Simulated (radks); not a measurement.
# Taking charge from the 5s level of In in fractions

The task here is to estimate one member of a computed series from the others.

The numbers are computed with radks (a radial shooting solver on a logarithmic mesh, Libxc functionals) version 1 (Dirac Kohn-Sham, PBE, spin-unpolarised, spherical densities, point nucleus; open shells are shared between the two j in proportion to 2j + 1), except any that are marked as measured or tabulated.

## What is computed

| Item | Value |
| --- | --- |
| element | indium (Z = 49) |
| charge | 0 |
| electrons | 49 |
| configuration | [Kr] 4d10 5s2 5p1 |

The outer shells:

In
```
[Kr] core
4d [↑↓][↑↓][↑↓][↑↓][↑↓]
5s [↑↓]
5p [↑ ][  ][  ]
```

Set-up of the first run:

The run's settings:

```text
Z 49
configuration [Kr] 4d10 5s2 5p1
relativity Dirac
functional pbe,pbe
spin unpolarised
j_filling average
nucleus point
c 137.035999084
```

Steps of the session up to this table: Start: [Kr] 4d10 5s2 5p1.

One table of the session follows, with a row left open; its other results are not shown here.

From the orbitals of this run (lengths in bohr):

| level | <r> | outermost maximum (interpolated) | 90 % within | nodes |
| --- | --- | --- | --- | --- |
| 4s1/2 | 0.8481 | 0.770 | 1.23 | 3 |
| 4p1/2 | 0.9013 | 0.800 | 1.33 | 2 |
| 4p3/2 | 0.9317 | 0.824 | 1.37 | 2 |
| 4d3/2 | ? | ? | ? | ? |
| 4d5/2 | 1.190 | 0.936 | 1.88 | 1 |
| 5s1/2 | 2.610 | 2.16 | 3.92 | 4 |
| 5p1/2 | 3.616 | 2.77 | 5.68 | 3 |
| 5p3/2 | 3.806 | 2.90 | 5.99 | 3 |

**Question.** Estimate the row for 4d3/2.

The run gave: <r>: 1.173; outermost maximum (interpolated): 0.926; 90 % within: 1.85; nodes: 1. In the column «<r>» it lies between 4p3/2 (0.9317) and 4d5/2 (1.190).
